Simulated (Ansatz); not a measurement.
Working through a breakdown of dispersion, smearing and cutoff terms of Ti3Si, space group Fm-3m

Program: Ansatz 0.2.0 through its Python package.

Interactive session:
```pycon
>>> import ansatz
>>> xtal = (
...     ansatz.Lattice.from_parameters(4.446791, 4.446791, 4.446791, alpha=60.0, beta=60.0, gamma=60.0)
...     .atom("Ti", [0.75, 0.75, 0.75])
...     .atom("Ti", [0.25, 0.25, 0.25])
...     .atom("Ti", [0.0, 0.0, 0.0])
...     .atom("Si", [0.5, 0.5, 0.5])
... )
>>> calc = xtal.calculation().kpoints(6, 6, 6).occupations("fermi_dirac")
>>> with_term = calc.functional("pbesol", dispersion="d4").basis(340).cutoff_correction(590).run(threads=1).report
DeckWarning: basis.ecutwfc = 340 eV is below the records' recommended 420 eV, and the density's cutoff is lower with it unless basis.ecutrho_ratio is high enough to keep the records' density cutoff: compare with a run at a higher cutoff
>>> without = calc.functional("pbesol").basis(340).run(threads=1).report
>>> finer = calc.functional("pbesol").basis(590).run(threads=1).report
>>> removed = ansatz.free_energy_without(with_term, ansatz.EnergyTerm.DISPERSION)
>>> print(f"dispersion term            {with_term['components']['e_disp']:.5f} eV")
dispersion term            -0.64060 eV
>>> print(f"F less dispersion          {removed:.5f} eV, run without it {without['free_energy_ev']:.5f} eV")
F less dispersion          -8044.65074 eV, run without it -8044.65074 eV
>>> print(f"F less smearing term       {ansatz.free_energy_without(without, ansatz.EnergyTerm.SMEARING):.5f} eV")
F less smearing term       -8044.44956 eV
>>> print(f"estimated gain to 590 eV   {with_term['cutoff_correction']['energy_ev']:.5f} eV, found {finer['free_energy_ev'] - without['free_energy_ev']:.5f} eV")
estimated gain to 590 eV   -0.06074 eV, found -0.06042 eV
```

Notes:
- Absolute energies stand on the zero of these potentials, so only differences at equal settings mean something. A total without «per atom» is that of the whole cell that was run.
- The cutoff lies under the one recommended for these potentials in some of the runs.
- Dispersion corrections can be off by several per cent in the lattices of metals, and by several GPa in the pressure at a fixed cell.
- The mesh is modest for a metal, so energies can be off by several to tens of meV an atom and pressures by half a GPa or more; differences at equal mesh fare better.
- This cell is a computed structure, which may not be the phase found in nature.
- Warnings are shown shortened and without file and line.
- Wall time of the script: 4.6 s on 1 thread of Arm Neoverse V1 (shared host), peak memory 0.41 GiB.
